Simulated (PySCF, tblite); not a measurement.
# C4H14BNO: geometry, infrared bands and NMR shifts

Aim: predict the infrared bands and NMR shifts of C4H14BNO (`CCC[N@H+](C)[BH2-]O`).

Programs: tblite 0.8.0 and PySCF 2.14.0, with density-fitted response routines of our own. Each step states its level of theory. These are calculated values for one molecule in the gas phase, unless marked as measured. Atoms count from 0, in the outputs and in this text.

### 1 The molecule as given

21 atoms, charge 0, multiplicity 1; geometry from: force field or distance geometry start.

Bonds of the start (Å): C0–C1 1.51, C1–C2 1.52, C2–N3 1.43, N3–C4 1.45, N3–B5 1.55, B5–O6 1.45, C0–H7 1.09, C0–H8 1.11, C0–H9 1.13, C1–H10 1.13, C1–H11 1.12, C2–H12 1.11, C2–H13 1.13, N3–H14 1.03, C4–H15 1.12, C4–H16 1.10, C4–H17 1.12, B5–H18 1.20, B5–H19 1.20, O6–H20 0.98.

### 2 Optimising the geometry with GFN2-xTB

What the job is given:

```
{"job": {"kind": "relax", "xc": "GFN2-xTB", "basis": "xTB"}, "charge": 0, "multiplicity": 1}
C     -2.316000     0.731500    -0.339200
C     -1.795600    -0.431400     0.470600
C     -0.374000    -0.236800     0.959700
N      0.596000    -0.043300    -0.075200
C      0.964500    -1.278100    -0.735000
B      1.917600     0.473900     0.536900
O      2.036100     1.918800     0.428400
H     -2.147700     0.500100    -1.385800
H     -1.817500     1.688200    -0.098000
H     -3.429700     0.791200    -0.160400
H     -2.478300    -0.623300     1.347000
H     -1.921200    -1.345000    -0.160400
H     -0.108200    -1.083000     1.634200
H     -0.409200     0.712800     1.568000
H      0.271100     0.693000    -0.719500
H      1.858800    -1.677000    -0.187900
H      0.163000    -2.026100    -0.794600
H      1.284400    -1.008900    -1.772800
H      1.995600     0.163700     1.689700
H      2.823100    -0.062500    -0.039000
H      2.878200     2.159000    -0.012400
```

The run is started by

```sh
$ OMP_NUM_THREADS=1 python probes_run.py task.json out
```

The driver reads the jobs from task.json and runs them one after another.

**Question.** This job is followed by: GFN2-xTB harmonic vibrations, gas phase; GIAO PBE0/pcSseg-1 NMR shielding, non-relativistic, gas phase. Predict these results of the whole session: strongest single infrared mode (GFN2-xTB); zero-point energy (GFN2-xTB); 13C shifts against TMS (PBE0/pcSseg-1); 1H shifts against TMS (PBE0/pcSseg-1, means over atoms taken as alike); 15N shifts against NH3 (PBE0/pcSseg-1); 11B shifts against BF3·OEt2 (PBE0/pcSseg-1); 17O shifts against H2O (PBE0/pcSseg-1).

As calculated:

```
                                                              quantity                                                           value
                             strongest single infrared mode (GFN2-xTB)                                           2368 cm⁻¹, 311 km/mol
                                          zero-point energy (GFN2-xTB)                                                  116.3 kcal/mol
                                13C shifts against TMS (PBE0/pcSseg-1)                                      51.8, 32.4, 20.9, 12.0 ppm
1H shifts against TMS (PBE0/pcSseg-1, means over atoms taken as alike)  4.09, 3.19, 2.66, 2.34, 2.16, 1.75, 1.49, 1.46, 0.93, 0.62 ppm
                                15N shifts against NH3 (PBE0/pcSseg-1)                                                        67.9 ppm
                           11B shifts against BF3·OEt2 (PBE0/pcSseg-1)                                                        -0.5 ppm
                                17O shifts against H2O (PBE0/pcSseg-1)                                                        45.8 ppm
```

Over 117 steps the energy fell by 0.902 eV; of the close pairs, N3–B5 changed most, 1.546 to 1.743 Å. All 57 modes are real, so the xTB geometry is a minimum. The strongest single mode, at 2368 cm⁻¹, moves mainly H19. Unscaled tight-binding wavenumbers are off by several per cent, some by more. Its intensities can rank the bands wrongly. The most deshielded carbon is C2 (sp3 CH2 bonded to N), at 51.8 ppm: deshielded by the electronegative neighbour. At PBE0/pcSseg-1: Shielding is most anisotropic at O6 (span 67 ppm, paramagnetic term -97 ppm).
